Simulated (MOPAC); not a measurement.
# SiHICl2 (SMILES Cl[SiH](Cl)I): MNDO

We compute a geometry optimisation of SiHICl2. 

Program for the calculation: MOPAC 23.2.5.

14 further runs of the same task are left out: 1 that didn't finish, 13 set aside as unsound or not needed.

## 1. Starting point

SiHICl2 has 5 atoms, charge 0, and is taken as a singlet. As SMILES, `Cl[SiH](Cl)I`. All atoms were displaced at random from a relaxed shape. The run starts from this shape.

Bond lengths: Cl1–Si2 2.029 Å, Si2–Cl3 2.024 Å, Si2–I4 2.408 Å, Si2–H5 1.477 Å. Angles: Cl1–Si2–Cl3 108.6°, Cl1–Si2–I4 111.2°, Cl3–Si2–I4 110.0°, Cl1–Si2–H5 109.4°, Cl3–Si2–H5 108.8°, I4–Si2–H5 108.8°.

## 2. A structure relaxation at MNDO

File input.mop:

```
gnorm=0.01 bonds cycles=300 gradients ef singlet disp mndo threads=1 aux(precision=6)
Cl2HISi
Cl[SiH](Cl)I
Cl     0.722024     0.321080     1.856976
Si     0.089971    -0.129159    -0.017593
Cl     1.174796     0.949981    -1.342841
I     -2.253277     0.354951    -0.285899
H      0.311010    -1.565521    -0.279296
```

On the command line:

```console
$ mopac input.mop
```

Q: Predict the results. Wanted: total energy at the end; dipole moment; HOMO energy; LUMO energy; HOMO–LUMO gap; heat of formation.

Answer, from the run:

At MNDO:

```
               quantity           value
total energy at the end    -42.44598 Eh
          dipole moment          2.36 D
            HOMO energy       -11.44 eV
            LUMO energy        -2.01 eV
          HOMO–LUMO gap         9.44 eV
      heat of formation  -65.8 kcal/mol
```

At the final geometry: Bond lengths: Cl1–Si2 2.086 Å, Si2–Cl3 2.086 Å, Si2–I4 2.378 Å, Si2–H5 1.368 Å. Angles: Cl1–Si2–Cl3 107.6°, Cl1–Si2–I4 110.5°, Cl3–Si2–I4 110.5°, Cl1–Si2–H5 108.2°, Cl3–Si2–H5 108.2°, I4–Si2–H5 111.8°. The optimisation took 24 steps and changed the energy by -0.177 eV.
